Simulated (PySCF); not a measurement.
**Tm2O2F2: other functionals and bases at one geometry**

The task here is to estimate one member of a computed series from the others.

Program: PySCF 2.14.0. Level of theory: several levels, as the steps say, no spin–orbit coupling. These are calculated values, not measurements.

5 further runs of the same task are left out: 2 for a known fault of the program, 3 that didn't finish.

### The system as given

6 atoms, charge 0, spin multiplicity 1.

Bond lengths: Tm1–Tm2 3.082 Å, Tm1–O3 2.042 Å, Tm1–O4 2.042 Å, Tm1–F5 2.006 Å, Tm2–O3 2.042 Å, Tm2–O4 2.042 Å, Tm2–F6 2.006 Å. Angles: Tm2–Tm1–O3 41.0°, Tm2–Tm1–O4 41.0°, Tm2–Tm1–F5 121.5°, O3–Tm1–O4 82.0°, O3–Tm1–F5 113.2°, O4–Tm1–F5 113.2°, Tm1–Tm2–O3 41.0°, Tm1–Tm2–O4 41.0°, Tm1–Tm2–F6 121.5°, O3–Tm2–O4 82.0°, O3–Tm2–F6 113.2°, O4–Tm2–F6 113.2°, Tm1–O3–Tm2 98.0°, Tm1–O4–Tm2 98.0°.

As a file:

```xyz
6
charge 0, multiplicity 1
Tm    0.0000    0.6441    1.3997
Tm    0.0000   -0.6441   -1.3997
O     1.3396    0.0000    0.0000
O    -1.3396    0.0000    0.0000
F     0.0000   -0.4726    3.0659
F     0.0000    0.4726   -3.0659
```

Formal oxidation states: Tm +3. Each metal's 12 4f electrons lie in its core potential, so multiplicities, spins and levels count the valence alone. An earlier session relaxed this geometry at BP86, Tm lcecp-1-SVP with ECP58, O def2-SVP, F def2-SVP (singlet, point group C2h).

At BP86 on the finer grid: E = -428.016837 Eh, HOMO -6.13 eV, LUMO -2.55 eV, Mulliken charge on Tm1 +0.94 e, largest force component 0.005 eV/Å. 

Levels to run: PBE; revPBE; TPSSh; CAM-B3LYP. Hardware: 2 threads of Arm Neoverse V1, shared host.

Set-up of the first run:

Input file run.py (the lines that set the calculation):

```python
mol = gto.M(atom='''
Tm     0.00000     0.64409     1.39970
Tm     0.00000    -0.64409    -1.39970
O      1.33957     0.00000     0.00000
O     -1.33957     0.00000     0.00000
F      0.00000    -0.47255     3.06591
F      0.00000     0.47255    -3.06591''',
    basis={'Tm': 'lcecp-1-SVP', 'O': 'def2-SVP', 'F': 'def2-SVP'},
    ecp={'Tm': 'lcecp-1-SVP'},
    charge=0, spin=0)
mf = dft.RKS(mol, xc='PBE')
mf.grids.atom_grid = (75, 302)  # f atoms: unpruned, at least (60, 302)
mf = mf.density_fit()  # fitting sets: Tm AutoAux, O def2-universal-JKFIT, F def2-universal-JKFIT
mf.conv_tol = 1e-08; mf.max_cycle = 55
mf.kernel(dm0)  # dm0: the density of the relaxed state
```

Started as:

```console
$ OMP_NUM_THREADS=2 python run.py
```

Steps of the session up to this table: PBE; revPBE; TPSSh; CAM-B3LYP.

One of the session's tables, all rows but one given; the rest of the session is left out.

```
              level  HOMO (eV)  gap (eV)  charge on Tm1 (e)  largest force component (eV/Å)
BP86 (relaxed here)      -6.13      3.57               0.94                            0.01
                PBE          ?         ?                  ?                               ?
             revPBE      -5.94      3.38               0.95                            0.17
              TPSSh      -6.55      4.36               1.08                            0.16
          CAM-B3LYP      -8.77      7.38               1.09                            0.39
```

Q: Estimate the row for PBE from the others.

**Answer.** HOMO (eV): -6.04; gap (eV): 3.38; charge on Tm1 (e): 0.93; largest force component (eV/Å): 0.03. In the column «HOMO (eV)» it lies between BP86 (relaxed here) (-6.13) and revPBE (-5.94).

In one basis the HOMO–LUMO gap runs from 3.38 eV (revPBE) to 7.38 eV (CAM-B3LYP). The largest leftover force, 0.39 eV/Å with CAM-B3LYP, stands at a geometry relaxed at another level. With 4f in the core, its levels are missing from HOMO and gap, and its count is fixed, so no charge can pass from the ligands into it. Total energies of different levels can't be compared.
